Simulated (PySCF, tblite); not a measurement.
**CH7FNSi2 radical, a small gas-phase stand-in for a defect centre (Si site with back bonds [SiH3], C, F): EPR parameters**

Aim: the EPR parameters of `C[Si]([NH])(F)[SiH3]`. It is drawn as: nitrogen radical.

Computed with tblite 0.8.0 and PySCF 2.14.0; each step states its level. No surroundings beyond the atoms listed, unless a continuum is named. Atoms count from 0, parts from 1.

## 1. The system as given

12 atoms, charge 0, multiplicity 2; geometry: distance geometry start.

## 2. Geometry optimisation with GFN2-xTB

What the job is given:

```
{"job": {"kind": "relax", "xc": "GFN2-xTB", "basis": "xTB"}, "charge": 0, "multiplicity": 2}
Si    -0.848073     0.271907     0.073359
Si    -0.511774    -0.397377    -2.012237
C     -0.793152    -1.157086     1.193931
F      0.363329     1.364429     0.497517
N     -2.471677     1.090984     0.211460
H     -0.410013     0.741810    -2.882022
H     -1.625864    -1.179907    -2.437287
H      0.674188    -1.155502    -2.100571
H      0.125450    -1.649384     1.081453
H     -1.559275    -1.827023     0.956574
H     -0.937468    -0.853976     2.162919
H     -2.797689     1.640701     0.989913
```

Method: GFN2-xTB geometry optimisation, gas phase.

Launch:

```sh
$ OMP_NUM_THREADS=1 python cluster_run.py task.json out
```

The driver reads the jobs from task.json and runs them one after another.

Standard output:

```text
step      E/eV     max force
  0    -456.50836    6.062
  1    -457.20928    3.247
  2    -457.32733    4.258
  3    -457.43774    0.830
  4    -457.45638    0.461
  5    -457.48824    0.767
  6    -457.50280    0.664
  7    -457.51980    0.462
  8    -457.53665    0.452
  9    -457.56248    0.665
 10    -457.58870    0.626
 11    -457.61028    0.383
 12    -457.62385    0.518
 13    -457.63199    0.517
 14    -457.64265    0.477
 15    -457.65293    0.376
 16    -457.66582    0.393
 17    -457.67553    0.334
 18    -457.68369    0.323
 19    -457.68846    0.184
 20    -457.69133    0.381
 21    -457.69423    0.240
 22    -457.69797    0.111
 23    -457.69925    0.142
 24    -457.70178    0.223
 25    -457.70450    0.276
 26    -457.70793    0.264
 27    -457.70986    0.182
 28    -457.71072    0.100
 29    -457.71159    0.104
 30    -457.71301    0.134
 31    -457.71451    0.109
 32    -457.71552    0.072
 33    -457.71592    0.046
 34    -457.71617    0.052
 35    -457.71663    0.062
 36    -457.71715    0.057
 37    -457.71757    0.043
 38    -457.71778    0.038
 39    -457.71793    0.034
 40    -457.71815    0.048
 41    -457.71841    0.050
 42    -457.71864    0.039
 43    -457.71880    0.037
 44    -457.71895    0.037
 45    -457.71912    0.036
 46    -457.71927    0.029
 47    -457.71937    0.017
 48    -457.71942    0.018
 49    -457.71945    0.020
 50    -457.71950    0.022
 51    -457.71956    0.027
 52    -457.71964    0.037
 53    -457.71973    0.034
 54    -457.71980    0.020
 55    -457.71984    0.016
 56    -457.71986    0.017
 57    -457.71989    0.021
 58    -457.71992    0.018
 59    -457.71995    0.010
 60    -457.71996    0.010
 61    -457.71997    0.010
 62    -457.71999    0.014
 63    -457.72002    0.019
 64    -457.72007    0.021
 65    -457.72013    0.019
 66    -457.72016    0.010
 67    -457.72017    0.009
 68    -457.72018    0.009
 69    -457.72019    0.013
 70    -457.72022    0.014
 71    -457.72024    0.010
 72    -457.72026    0.005
```

Wall time 1.7 s (1 thread of Arm Neoverse V1, shared host).

Along the way:

```csv
step,energy from step 0 (eV),largest force (eV/Å)
0,0.0000,6.0612
3,-0.9294,0.8301
6,-0.9944,0.6649
9,-1.0541,0.6645
12,-1.1155,0.5183
15,-1.1446,0.3757
18,-1.1753,0.3229
21,-1.1859,0.2395
24,-1.1934,0.2230
27,-1.2015,0.1821
30,-1.2047,0.1337
33,-1.2076,0.0459
36,-1.2088,0.0567
39,-1.2096,0.0348
42,-1.2103,0.0396
45,-1.2108,0.0359
48,-1.2111,0.0177
51,-1.2112,0.0275
54,-1.2114,0.0198
57,-1.2115,0.0207
60,-1.2116,0.0100
63,-1.2117,0.0193
66,-1.2118,0.0094
69,-1.2118,0.0130
72,-1.2119,0.0054
```

Close pairs (by a distance rule), those that changed most:

```csv
bond,before (Å),after (Å),change (Å)
Si0–N4,1.824,1.633,-0.190
Si0–Si1,2.216,2.394,+0.178
Si0–C2,1.817,1.893,+0.077
C2–H10,1.025,1.084,+0.059
Si1–H7,1.410,1.464,+0.054
Si0–F3,1.686,1.638,-0.048
C2–H9,1.045,1.083,+0.038
C2–H8,1.048,1.086,+0.038
```

## 3. Relaxing the molecule at PBE0-D3(BJ)/def2-SVP

What the job is given:

```
{"job": {"xc": "PBE0", "basis": "def2-SVP", "d3": "d3bj", "grid": 2, "kind": "geom", "shake": 0.01}, "charge": 0, "multiplicity": 2}
Si    -0.071877     0.590239     0.482745
Si     0.287553    -0.051774    -1.791457
C      0.151320    -0.999156     1.426439
F      1.317493     1.466096     0.737668
N     -1.605089     1.231988     0.473889
H      0.377399     1.155490    -2.621045
H     -0.806999    -0.903711    -2.189709
H      1.566683    -0.788322    -1.863561
H      1.140291    -1.431520     1.246394
H     -0.602636    -1.714197     1.187270
H      0.097998    -0.802594     2.508293
H     -1.813646     2.219877     0.420074
```

Standard output:

```text
step   0  E = -775.12800282  max force = 0.038308
step   1  E = -775.13594997  max force = 0.010380
step   2  E = -775.13683376  max force = 0.007171
step   3  E = -775.13748190  max force = 0.001944
step   4  E = -775.13757958  max force = 0.001006
step   5  E = -775.13763726  max force = 0.000520
step   6  E = -775.13764602  max force = 0.000199
optimisation converged
```

Wall time 1.7 min (1 thread of Arm Neoverse V1, shared host); peak memory 0.61 GiB.

Relaxation path:

```csv
step,energy from step 0 (eV),largest force component (eV/Å)
0,0.0000,1.9699
1,-0.2163,0.5338
2,-0.2403,0.3687
3,-0.2579,0.1000
4,-0.2606,0.0517
5,-0.2622,0.0267
6,-0.2624,0.0102
```

Distances of close pairs at the start and the end, largest changes first:

```csv
bond,before (Å),after (Å),change (Å)
Si0–N4,1.662,1.730,+0.068
Si1–H6,1.443,1.494,+0.051
Si0–Si1,2.390,2.355,-0.035
C2–H9,1.066,1.100,+0.034
Si1–H5,1.468,1.494,+0.027
Si0–F3,1.662,1.639,-0.023
Si1–H7,1.478,1.497,+0.019
N4–H11,1.011,1.026,+0.015
```

The end geometry stands in the next job.

```csv
at the end point,value
point group (found at 0.08 Å tolerance),C1
"rotational constants (GHz, main isotopes)","3.458, 2.031, 2.002"
dipole moment (D),0.56
⟨S²⟩,0.755
```

## 4. EPR parameters: B3LYP/IGLO-III+pcH-1

What the job is given:

```
{"job": {"kind": "epr"}, "charge": 0, "multiplicity": 2}
Si     0.026715     0.478909     0.409553
Si     0.293316    -0.032652    -1.874065
C      0.133082    -1.002803     1.532116
F      1.228158     1.515958     0.820340
N     -1.557458     1.172642     0.466357
H      0.241998     1.217407    -2.690845
H     -0.788597    -0.960260    -2.321449
H      1.618268    -0.696323    -2.084639
H      1.111084    -1.496348     1.431042
H     -0.658813    -1.724359     1.282630
H      0.006157    -0.697034     2.582185
H     -1.615453     2.197235     0.463804
```

Method: UKS B3LYP, IGLO-III on C F N Si, pcH-1 on H, non-relativistic, mean-field spin-orbit, GIAO.

Standard output:

```text
UKS, coarse grid
  cycle   1  E = -775.94208078  |g| = 5.68e-01
  cycle   2  E = -775.67868934  |g| = 1.00e+00
  cycle   3  E = -776.07785416  |g| = 8.26e-02
  cycle   4  E = -776.07991244  |g| = 7.20e-02
  cycle   5  E = -776.08268358  |g| = 1.71e-02
  cycle   6  E = -776.08283585  |g| = 1.17e-02
  cycle   7  E = -776.08292678  |g| = 2.71e-03
  cycle   8  E = -776.08294068  |g| = 1.13e-03
  cycle   9  E = -776.08294687  |g| = 7.40e-04
UKS, final grid
  cycle   1  E = -776.08291748  |g| = 5.53e-04
  cycle   2  E = -776.08291835  |g| = 5.08e-04
  cycle   3  E = -776.08291867  |g| = 2.78e-04
  cycle   4  E = -776.08291912  |g| = 2.62e-04
  cycle   5  E = -776.08291929  |g| = 3.06e-05
  cycle   6  E = -776.08291929  |g| = 1.28e-05
E = -776.08291929 Eh   <S^2> = 0.7553 (exact 0.7500)
g shifts (ppm)      1          2          3
  rmc          -195       -195       -195
  gc             -5         34         36
  oz_so          30       1639       6452
  total        -170       1478       6292
hyperfine (MHz)  atom isotope    a_iso     a_fc   dipolar eigenvalues
    0  29Si      51.29      51.39     -4.98      0.40      4.58
    1  29Si     -74.24     -74.37    -20.60      9.55     11.04
    2   13C      30.50      30.50     -3.87     -3.48      7.34
    3   19F      -0.24      -0.32     -6.54     -4.77     11.31
    4   14N      25.48      25.38    -38.65    -37.83     76.48
    5    1H      -4.29      -4.29     -2.38     -0.98      3.36
    6    1H      -4.15      -4.16     -2.30     -0.96      3.26
    7    1H      40.76      40.75     -1.89     -0.29      2.18
    8    1H       2.05       2.05     -2.55     -1.13      3.68
    9    1H      -2.64      -2.64     -2.95     -1.37      4.31
   10    1H      -2.65      -2.66     -3.32     -1.14      4.46
   11    1H     -52.89     -53.05    -47.54     -7.62     55.17
```

Wall time 69 s (1 thread of Arm Neoverse V1, shared host); peak memory 0.96 GiB.

Principal g values 2.00215, 2.00380, 2.00861; g(iso) = 2.00485, against 2.00232 for a free electron.

Hyperfine couplings, nucleus by nucleus at this fixed geometry (no averaging over rotations):

```csv
nuclei,isotope,a(iso) (MHz),"a(iso) (G, at g = 2.0023)",largest dipolar term (MHz)
Si1,29Si,-74.2,-26.5,-20.6
H11,1H,-52.9,-18.9,55.2
Si0,29Si,51.3,18.3,-5.0
H7,1H,40.8,14.5,2.2
C2,13C,30.5,10.9,7.3
N4,14N,25.5,9.1,76.5
H5,1H,-4.3,-1.5,3.4
H6,1H,-4.2,-1.5,3.3
H10,1H,-2.7,-0.9,4.5
H9,1H,-2.6,-0.9,4.3
H8,1H,2.0,0.7,3.7
F3,19F,-0.2,-0.1,11.3
```

Mulliken spin populations:

```csv
atom,value (e)
Si0,-0.02
Si1,0.07
C2,0.03
F3,0.00
N4,0.93
H5,0.00
H6,0.00
H7,0.02
H8,0.00
H9,0.00
H10,0.00
H11,-0.03
```

In first order the couplings over 0.8 MHz of 1H, 14N give 384 distinct lines over 57.2 G.

## 5. g tensor and hyperfine couplings: BHandHLYP/IGLO-III+pcH-1

Same as in step 4 but for these lines:

```diff
@@ -1,2 +1,2 @@
-{"job": {"kind": "epr"}, "charge": 0, "multiplicity": 2}
+{"job": {"kind": "epr", "xc": "BHandHLYP"}, "charge": 0, "multiplicity": 2}
 Si     0.026715     0.478909     0.409553
```

With the program's defaults for keys left out, this is: UKS BHandHLYP, IGLO-III on C F N Si, pcH-1 on H, non-relativistic, mean-field spin-orbit, GIAO.

Standard output:

```text
UKS, coarse grid
  cycle   1  E = -775.80858671  |g| = 4.89e-01
  cycle   2  E = -775.79189631  |g| = 6.16e-01
  cycle   3  E = -775.93146225  |g| = 5.06e-02
  cycle   4  E = -775.93594862  |g| = 3.19e-02
  cycle   5  E = -775.93740243  |g| = 1.35e-02
  cycle   6  E = -775.93780121  |g| = 6.54e-03
  cycle   7  E = -775.93789824  |g| = 3.81e-03
  cycle   8  E = -775.93794541  |g| = 2.51e-03
  cycle   9  E = -775.93797842  |g| = 1.74e-03
  cycle  10  E = -775.93800462  |g| = 1.10e-03
  cycle  11  E = -775.93801847  |g| = 5.54e-04
  cycle  12  E = -775.93802076  |g| = 3.23e-04
UKS, final grid
  cycle   1  E = -775.93800463  |g| = 2.95e-04
  cycle   2  E = -775.93800470  |g| = 3.03e-04
  cycle   3  E = -775.93800474  |g| = 9.47e-05
  cycle   4  E = -775.93800480  |g| = 6.90e-05
  cycle   5  E = -775.93800483  |g| = 4.06e-05
  cycle   6  E = -775.93800484  |g| = 2.81e-05
  cycle   7  E = -775.93800485  |g| = 1.25e-05
E = -775.93800485 Eh   <S^2> = 0.7572 (exact 0.7500)
g shifts (ppm)      1          2          3
  rmc          -197       -197       -197
  gc             -7         35         37
  oz_so          39       1573       7166
  total        -165       1411       7005
hyperfine (MHz)  atom isotope    a_iso     a_fc   dipolar eigenvalues
    0  29Si      60.41      60.52     -4.74     -0.60      5.34
    1  29Si     -64.49     -64.59    -15.09      6.68      8.40
    2   13C      25.77      25.78     -2.98     -2.60      5.58
    3   19F      -3.10      -3.13     -5.54     -3.11      8.65
    4   14N      34.92      34.81    -40.06    -39.19     79.25
    5    1H      -4.66      -4.65     -2.23     -1.14      3.36
    6    1H      -4.39      -4.39     -2.15     -1.12      3.28
    7    1H      32.60      32.59     -1.57     -0.37      1.95
    8    1H       1.54       1.54     -2.19     -1.20      3.39
    9    1H      -2.51      -2.52     -2.77     -1.58      4.35
   10    1H      -2.69      -2.69     -3.12     -1.44      4.56
   11    1H     -63.85     -64.02    -50.82     -8.22     59.03
```

Run time: 82 s. Hardware: 1 thread of Arm Neoverse V1, shared host; peak memory 0.92 GiB.

In short: g(iso) 2.00507.

## 6. Comparing the runs: EPR parameters

g, ⟨S²⟩ and isotropic hyperfine couplings (MHz), with basis size and wall time:

```csv
run,g(iso),⟨S²⟩,29Si Si1,1H H11,29Si Si0,1H H7,13C C2,functions,time
B3LYP/IGLO-III+pcH-1,2.00485,0.755,-74.2,-52.9,51.3,40.8,30.5,263,69 s
BHandHLYP/IGLO-III+pcH-1,2.00507,0.757,-64.5,-63.8,60.4,32.6,25.8,263,82 s
```

## 7. What came out

| quantity | value |
| --- | --- |
| point group | C1 |
| rotational constants (main isotopes) | 3.46, 2.03, 2.00 GHz |
| g(iso) (B3LYP) | 2.00485 |
| ⟨S²⟩ | 0.755 (exact 0.75) |
| largest a(iso) | 29Si on Si1, -74.2 MHz |

The start of the PBE0/def2-SVP relaxation was shaken at random by about 0.01 Å, so part of the energy gained, and of the first lengths quoted, undoes that. Relaxing lowered the energy by 0.262 eV in 6 steps; the close pair that moved most is Si0–N4, from 1.662 to 1.730 Å (PBE0/def2-SVP). N4 carries the largest spin population, 0.93 e. The isotropic g lies 2.5 ppt above the free-electron value. The coupling of 29Si on Si1 runs from -74.2 (B3LYP/IGLO-III+pcH-1) to -64.5 MHz (BHandHLYP/IGLO-III+pcH-1). A capped cluster stands for the solid here, so long-range fields and strain are missing, and bands or shifts of the capping hydrogens have no counterpart in it.
